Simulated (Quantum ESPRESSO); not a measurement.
Write the native input for Quantum ESPRESSO 7.5 that does the following.

```
Task                : single point
Functional          : PBEsol
Potentials or basis : GBRV 1.5 PBEsol
Cutoff              : 612 eV
Density cutoff      : 4898 eV
k mesh              : 18 × 18 × 11
Occupations         : methfessel-paxton, width 0.1 eV
Spin                : no spin polarisation
Mixing beta         : 0.5
Most SCF iterations : 120
SCF threshold       : 4e-10 Ry
```

Ru:

```
Ru
1.0
     2.70329    0.00000    0.00000
    -1.35165    2.34112    0.00000
     0.00000    0.00000    4.22577
Ru
2
Direct
  0.33333 0.66667 0.25000
  0.66667 0.33333 0.75000
```

The cell was built by a generator and needn't be a form met in nature.

The input as run:

pw.in

```
&CONTROL
  calculation = 'scf'
  prefix = 'pwscf'
  outdir = './tmp'
  pseudo_dir = './pseudo'
  tprnfor = .true.
  tstress = .true.
  disk_io = 'nowf'
/
&SYSTEM
  ibrav = 0
  nat = 2
  ntyp = 1
  ecutwfc = 45
  ecutrho = 360
  nbnd = 24
  occupations = 'smearing'
  smearing = 'mp'
  degauss = 0.00734986
/
&ELECTRONS
  conv_thr = 4d-10
  electron_maxstep = 120
  mixing_beta = 0.5
/
ATOMIC_SPECIES
Ru   101.0700 ru_pbesol_v1.2.uspp.F.UPF
CELL_PARAMETERS angstrom
   2.7032940000    0.0000000000    0.0000000000
  -1.3516470000    2.3411212779    0.0000000000
   0.0000000000    0.0000000000    4.2257700000
ATOMIC_POSITIONS crystal
Ru     0.3333333333    0.6666666667    0.2500000000
Ru     0.6666666667    0.3333333333    0.7500000000
K_POINTS automatic
18 18 11 0 0 0
```

Potentials or basis: GBRV 1.5 PBEsol.

Run with:

```bash
$ OMP_NUM_THREADS=1 pw.x -in pw.in > pw.out
```

It gave:

The pressure is -1.7 GPa and the band gap on the k mesh is none (metal or under the smearing width).

It took 42 s on 1 thread of Intel(R) Xeon(R) 6975P-C (Granite Rapids) (shared host), peak memory 0.18 GiB.
